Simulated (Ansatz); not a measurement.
FeAu:

```xyz
2
Lattice="1.4117 0.8151 4.4695 -1.4117 0.8151 4.4695 0.0000 -1.6301 4.4695" Properties=species:S:1:pos:R:3 pbc="T T T"
Au    0.0000    0.0000    0.0000
Fe    0.0000    0.0000    6.7042
```

The cell comes from a database or a generator and needn't be the stable form of this composition.

| Item | Value |
| --- | --- |
| Program | Ansatz 0.2.0 |
| Task | relaxation of cell and atoms |
| Functional | BLYP |
| Potentials or basis | Ansatz PAW |
| Cutoff | 420 eV (not typed: the program's choice for these potentials) |
| k mesh | 11 × 11 × 11 |
| Occupations | fermi-dirac, width 0.05 eV |
| Spin | collinear spin, ferromagnetic start |
| Starting moments | [0.0, 3.0] μB |

At the start: volume 15.43 Å³/atom.

Task: Where does the relaxation end?

Result: It ends after 6 steps and the volume is 16.30 Å³/atom (+5.6 %); space group R-3m (No. 166, to 0.05 Å); moment 2.89 μB per cell.

Step by step:
```tsv
step	energy change (eV)	largest force (eV/Å)	volume (Å³)
1	0.0000	0.0000	30.86
2	-0.0258	0.0000	33.60
3	-0.0376	0.0000	32.70
4	-0.0379	0.0000	32.58
5	-0.0379	0.0000	32.59
6	-0.0388	0.0000	32.59
```

Final structure:
```
Au Fe
1.0
     1.43707    0.82969    4.55607
    -1.43707    0.82969    4.55607
     0.00000   -1.65939    4.55607
Au Fe
1 1
Cartesian
  0.0000 0.0000 0.0000
  0.0000 0.0000 6.8341
```

Caveat: the plane-wave basis is chosen anew once the cell has moved, so the energies of steps on either side of that aren't comparable; the PAW data sets come from PBE, with cores solved anew for the run's functional, which leaves a small shift of forces and pressure.
